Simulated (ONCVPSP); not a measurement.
**An ONCV potential for P, from input to tests**

Aim: build the potential from the settings below, then test how well it stands in for the atom: other configurations, scattering, ghost states and the plane-wave cutoff that it needs.

Program: ONCVPSP 4.0.1. Reference atom: PBEsol, scalar-relativistic, spherical and spin-unpolarised. All values are calculated.

### 1 Settings

Typed settings, in words:

| Quantity | Value |
| --- | --- |
| element | phosphorus (P, Z = 15) |
| type | optimised norm-conserving Vanderbilt (ONCV) |
| frozen core | [He] |
| valence charge | 13 |
| reference configuration | 2s2 2p6 3s2 3p3 |
| partial waves | 2s+3s: rc 0.85 bohr, ncon 4, nbas 7, qcut 12.4 1/bohr, 2 projectors; 2p+3p: rc 1.00 bohr, ncon 3, nbas 7, qcut 16 1/bohr, 3 projectors, debl 3 Ha; d scattering state at 0.14 Ha: rc 0.90 bohr, ncon 4, nbas 8, qcut 9.6 1/bohr, 2 projectors, debl 2.7 Ha |
| local potential | polynomial inside 0.55 bohr (lpopt 5, dvloc0 4 Ha) |
| core correction | Teter function, fcfact 1.75, rcfact 1.4 |

The outer shells as boxes (Hund's rule for the drawing; the calculation is spin-unpolarised):

```
[He] core
2s [↑↓]
2p [↑↓][↑↓][↑↓]
3s [↑↓]
3p [↑ ][↑ ][↑ ]
```

### 2 The generation run

P.dat

```
# ATOM AND REFERENCE CONFIGURATION
# atsym  z   nc   nv     iexc    psfile
  P 15.00    1    4  -116133      upf
#
#   n    l    f
    1    0    2.00
    2    0    2.00
    2    1    6.00
    3    0    2.00
    3    1    3.00
#
# PSEUDOPOTENTIAL AND OPTIMIZATION
# lmax
    2
#
#   l,   rc,      ep,       ncon, nbas, qcut
    0    0.85    0.00    4    7   12.40
    1    1.00    0.00    3    7   16.00
    2    0.90    0.14    4    8    9.60
#
# LOCAL POTENTIAL
# lloc, lpopt,  rc(5),   dvloc0
    4    5    0.55    4.00
#
# VANDERBILT-KLEINMAN-BYLANDER PROJECTORs
# l, nproj, debl
    0    2    1.70
    1    3    3.00
    2    2    2.70
#
# MODEL CORE CHARGE
# icmod, fcfact, rcfact
    3    1.75    1.40
#
# LOG DERIVATIVE ANALYSIS
# epsh1, epsh2, depsh
   -8.00    5.00    0.04
#
# OUTPUT GRID
# rlmax, drl
    6.00    0.01
#
# TEST CONFIGURATIONS
# ncnf
    4
# nvcnf
#   n    l    f
    4
    2    0    2.00
    2    1    6.00
    3    0    2.00
    3    1    2.00
#
    4
    2    0    2.00
    2    1    6.00
    3    0    2.00
    3    1    1.00
#
    4
    2    0    2.00
    2    1    6.00
    3    0    2.00
    3    1    0.00
#
    4
    2    0    2.00
    2    1    6.00
    3    0    1.00
    3    1    0.00
#
```

On the command line:

```sh
$ oncvpsp.x < P.dat > P.out
```

What does the calculation give? Wanted: cutoffs for 1 and 0.1 mHa per electron, occupied waves; bound ghosts; GHOST(+) flags; largest test error; largest phase difference near zero energy, channels read; rms error of d²Exc/dn², without and with the model core.

As calculated:

| quantity | value |
| --- | --- |
| cutoffs for 1 and 0.1 mHa per electron, occupied waves | 93 Ha and 105 Ha |
| bound ghosts | none found |
| GHOST(+) flags | none at low energy |
| largest test error (AE − PS) | +9.9 meV, for 2s2 2p6 3s2 3p0 |
| largest phase difference near zero energy, channels read | 0.000 rad |
| rms error of d²Exc/dn², without and with the model core | 1.66 and 1.42 mHa |

What this shows: By total energies transferability is good: the largest error is 9.9 meV on 58.5 eV, for 2s2 2p6 3s2 3p0. It counts as very hard, with 93 Ha needed at the looser tolerance. It is free of bound ghosts as far as tested. Near zero energy the phases of the channels with partial waves agree within 0.001 rad. These are tests on the free atom; a crystal test is still owed.
